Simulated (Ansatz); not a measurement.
# C3H9Ge radical: basis-set convergence

One table from this session's results is given with a row withheld; the runs are named, their logs left out.

Program: Ansatz 0.2.0, Gaussian basis. Level of theory: one geometry, several basis sets. These are calculated values, not measurements.

Plan: PBE0-D4/def2-SVP; ωB97M-V/def2-SVP; PBE0-D4/def2-QZVPP; ωB97M-V/def2-QZVPP; the functionals' def2-TZVPP values are taken from earlier runs.

### The relaxed structure

An earlier PBE0-D4 in a triple-zeta def2 set relaxation fixed the geometry.

SMILES `[CH2][GeH]([CH3])[CH3]`, 13 atoms, charge 0, spin multiplicity 2.

Atoms are counted from 1 here; the program's logs count them from 0.

Bond lengths: C1–Ge2 1.926 Å, C1–H5 1.085 Å, C1–H6 1.085 Å, Ge2–C3 1.955 Å, Ge2–C4 1.955 Å, Ge2–H7 1.550 Å, C3–H8 1.091 Å, C3–H9 1.091 Å, C3–H10 1.091 Å, C4–H11 1.091 Å, C4–H12 1.091 Å, C4–H13 1.091 Å. Angles: Ge2–C1–H5 122.4°, Ge2–C1–H6 122.4°, H5–C1–H6 115.2°, C1–Ge2–C3 109.7°, C1–Ge2–C4 109.7°, C1–Ge2–H7 109.3°, C3–Ge2–C4 111.0°, C3–Ge2–H7 108.6°, C4–Ge2–H7 108.6°, Ge2–C3–H8 110.2°, Ge2–C3–H9 110.5°, Ge2–C3–H10 110.5°, H8–C3–H9 108.6°, H8–C3–H10 108.5°, H9–C3–H10 108.4°, Ge2–C4–H11 110.5°, Ge2–C4–H12 110.3°, Ge2–C4–H13 110.5° and more.

Set-up of the first run:

in.yaml

```yaml
crystal:
  periodic: [false, false, false]
  atoms:
    - {symbol: C, position_ang: [-0.732500, 1.696338, -0.655220]}
    - {symbol: Ge, position_ang: [0.322958, 0.108076, -0.384055]}
    - {symbol: C, position_ang: [1.102989, 0.135064, 1.408588]}
    - {symbol: C, position_ang: [-0.794298, -1.476438, -0.638351]}
    - {symbol: H, position_ang: [-1.568437, 1.727377, -1.346878]}
    - {symbol: H, position_ang: [-0.509992, 2.634258, -0.156317]}
    - {symbol: H, position_ang: [1.472602, 0.073682, -1.423810]}
    - {symbol: H, position_ang: [0.314719, 0.137981, 2.163379]}
    - {symbol: H, position_ang: [1.731334, -0.743289, 1.565042]}
    - {symbol: H, position_ang: [1.717254, 1.026514, 1.545361]}
    - {symbol: H, position_ang: [-1.234945, -1.477724, -1.636615]}
    - {symbol: H, position_ang: [-1.600828, -1.491921, 0.096697]}
    - {symbol: H, position_ang: [-0.200553, -2.384715, -0.522924]}
basis:
  gaussian: {orbitals: def2-SVP}
magnetization: {spin_polarized: true, initial_magnetization: 1}
hamiltonian: {xc: pbe0, dispersion: d4}
output: {orbitals: {seedname: orbitals}}
```

Steps of the session up to this table: PBE0-D4 in def2-SVP; ωB97M-V in def2-SVP; PBE0-D4 in def2-QZVPP; ωB97M-V in def2-QZVPP.

One of the session's tables, all rows but one given; the rest of the session is left out.

It belongs to the step «Density functionals: the series». 

| functional | basis | HOMO (eV) | LUMO (eV) |
| --- | --- | --- | --- |
| PBE0-D4 | def2-SVP | -6.51 | -1.63 |
| PBE0-D4 | def2-TZVPP | -6.58 | -1.85 |
| PBE0-D4 | def2-QZVPP | ? | ? |
| ωB97M-V | def2-SVP | -8.54 | 0.29 |
| ωB97M-V | def2-TZVPP | -8.62 | -0.08 |
| ωB97M-V | def2-QZVPP | -8.63 | -0.18 |

Q: Estimate the row for PBE0-D4, def2-QZVPP from the others.

As computed: HOMO (eV): -6.59; LUMO (eV): -1.90. In the column «HOMO (eV)» it lies between ωB97M-V, def2-SVP (-8.54) and PBE0-D4, def2-TZVPP (-6.58).
